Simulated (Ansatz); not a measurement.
Write a Python script for Ansatz 0.2.0, Python API that makes a ladder of methods at one geometry of C₂H₇AlS, SMILES C[CH]([AlH2])S. Settings (for the species named): B3LYP, def2-SVP basis, multiplicity 1. The script varies functional: b3lyp, r2scan, hse06, lda.

```json
{"atom": "C", "x (Å)": "-0.6096", "y (Å)": "0.8776", "z (Å)": "-0.5638"}
{"atom": "C", "x (Å)": "-0.2388", "y (Å)": "-0.4192", "z (Å)": "0.0200"}
{"atom": "Al", "x (Å)": "1.1369", "y (Å)": "-0.1631", "z (Å)": "1.4094"}
{"atom": "S", "x (Å)": "0.5019", "y (Å)": "-1.4957", "z (Å)": "-1.2800"}
{"atom": "H", "x (Å)": "0.2081", "y (Å)": "1.4179", "z (Å)": "-1.0786"}
{"atom": "H", "x (Å)": "-1.0641", "y (Å)": "1.6003", "z (Å)": "0.2176"}
{"atom": "H", "x (Å)": "-1.4263", "y (Å)": "0.7671", "z (Å)": "-1.3308"}
{"atom": "H", "x (Å)": "-1.0733", "y (Å)": "-0.8885", "z (Å)": "0.4888"}
{"atom": "H", "x (Å)": "0.8956", "y (Å)": "-0.6178", "z (Å)": "2.9656"}
{"atom": "H", "x (Å)": "2.5671", "y (Å)": "0.5102", "z (Å)": "1.0610"}
{"atom": "H", "x (Å)": "-0.8322", "y (Å)": "-1.6457", "z (Å)": "-1.8885"}
```

The script, `methods_c2h7als.py`:
```python
# -*- coding: utf-8 -*-
"""C2H7AlS at several levels of theory."""

from pathlib import Path
import logging
import sys

import ansatz as az
from ase import Atoms
import numpy as np

logging.basicConfig(stream=sys.stdout, format="%(levelname)s:%(name)s:%(message)s")
log = logging.getLogger("c2h7als")
log.setLevel(logging.INFO)

atoms = Atoms(["C", "C", "Al", "S", "H", "H", "H", "H", "H", "H", "H"], positions=[
    (-0.6096, 0.8776, -0.5638),
    (-0.2388, -0.4192, 0.02),
    (1.1369, -0.1631, 1.4094),
    (0.5019, -1.4957, -1.28),
    (0.2081, 1.4179, -1.0786),
    (-1.0641, 1.6003, 0.2176),
    (-1.4263, 0.7671, -1.3308),
    (-1.0733, -0.8885, 0.4888),
    (0.8956, -0.6178, 2.9656),
    (2.5671, 0.5102, 1.061),
    (-0.8322, -1.6457, -1.8885),
])
molecule = az.Crystal.molecule_from_ase(atoms)

model = molecule.calculation().basis(gaussian="def2-SVP")

log.info("functional    E (Ha)        dipole (D)   HOMO (eV)  LUMO (eV)")
for name in ["b3lyp", "r2scan", "hse06", "lda"]:
    data = model.functional(name).forces().orbitals().run(threads=1, pin="off", runs_dir="runs").report
    lines = Path(data["orbitals_path"]).read_text().splitlines()
    field_of = lambda key: [line.split("=")[1].strip() for line in lines if line.startswith(key)]
    orbitals = [(27.211386 * float(e), s, float(n)) for e, s, n in zip(field_of("Ene="), field_of("Spin="), field_of("Occup="))]
    homo = max(e for e, _, n in orbitals if n > 0.5)
    lumo = min(e for e, _, n in orbitals if n < 0.5)
    dipole = 4.803205 * np.linalg.norm(data["charge_distribution"]["dipole_moment_e_ang"])
    log.info(f"{name:10s} {data['free_energy_ev'] / 27.211386246:14.6f} {dipole:9.3f} {homo:11.3f} {lumo:10.3f}")
```

Running `python methods_c2h7als.py` prints:
```text
INFO:c2h7als:functional    E (Ha)        dipole (D)   HOMO (eV)  LUMO (eV)
INFO:c2h7als:b3lyp         -720.786354     1.743      -6.542     -1.739
INFO:c2h7als:r2scan        -720.636466     1.907      -5.848     -2.038
INFO:c2h7als:hse06         -720.370862     1.867      -6.428     -1.919
INFO:c2h7als:lda           -717.533502     1.863      -5.597     -2.561
```

Notes:
- Total energies depend on the basis set; only differences at equal settings carry meaning.
- The geometry is a force-field or estimated start, not a minimum of this method, and the basis set is short of its limit. A lower total doesn't mark the better method: functionals have no common bound, and MP2 and coupled cluster aren't variational.
- b3lyp holds the VWN-RPA fit, as in Gaussian; the form of ORCA and Turbomole is b3lyp5.
- Levels such as HOMO and LUMO are orbital energies: with these approximate functionals they aren't the ionisation energy and electron affinity, and their gap isn't the fundamental gap.
- hse06 follows the composition of plane-wave codes, whose totals differ by tens of mHa, up to about 0.1 Ha, from the form usual in Gaussian-basis programs (wpbeh).
- It ran for 11 s on 1 thread of INTEL(R) XEON(R) PLATINUM 8581C CPU @ 2.10GHz (Emerald Rapids), on a shared host, peak memory 0.3 GiB.
